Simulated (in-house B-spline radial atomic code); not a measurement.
**Se³²⁺: a helium-like spectrum by configuration interaction**

Aim: the levels, terms and lines of the two outer electrons of Se³²⁺ (core: none (bare nucleus)), by configuration interaction with and without the many-body corrections.

Program: an in-house B-spline radial atomic code, version 1. Level of theory: configuration interaction of two valence electrons in the frozen-core Dirac-Hartree-Fock potential, then with screened core-valence correlation, Breit and QED (CI+MBPT), no-pair Dirac, B-spline basis. These are calculated values, not measurements, unless marked.

### 1 The atom as given

```
element : selenium (Z = 34)
charge  : +32
core    : none (bare nucleus)
nucleus : mass number 80, rms radius 4.140 fm
```

### 2 The run

Settings:

```ini
basis_form = 3
Z = 34
core_configuration = 
rms_radius = 4.14
mass_number = 80
speed_of_light = 137.035999084
box_radius = 2.647
lmax = 6
intervals = 57
virtual_cutoff = 2312.0
```

Started as:

```bash
$ python run_mb.py task.json out
```

The settings stand in task.json.

The runs that follow: Transitions.

What does the calculation give? Wanted: ground level; ionisation energy; first excited level; strongest line from the ground level; largest CI block.

As calculated:

| quantity | value |
| --- | --- |
| ground level | 1s2 1S0 |
| ionisation energy | 15366 eV (plain CI 15390 eV) |
| first excited level | 1s2s 3S1 at 11534.37 eV |
| strongest line from the ground level | 1s2p 1P°1, 0.1064 nm, gf = 0.638 |
| largest CI block | 2746 |
| tabulated theoretical ionisation energy | 15367 eV (NIST Atomic Spectra Database, ionization energies) |

**Reading.** 1s2 1S0 lies lowest. Plain CI gives 15390 eV for ionisation, the corrected calculation 15366 eV. The lowest 12 levels have a mean term purity of 0.95, though 3 of them mix. The spin-changing line from 1s2p 3P°1 has a rate of 2.75e+14 1/s, against 1.25e+15 1/s for the strongest allowed line to the ground level; rates also scale with the cube of the energy, so the ratio isn't the spin rule alone. The tabulated theoretical ionisation energy is 15367 eV, so the final value is off by -0.0086 %. With no core the corrections are the Breit and QED terms alone; nuclear recoil is left out.
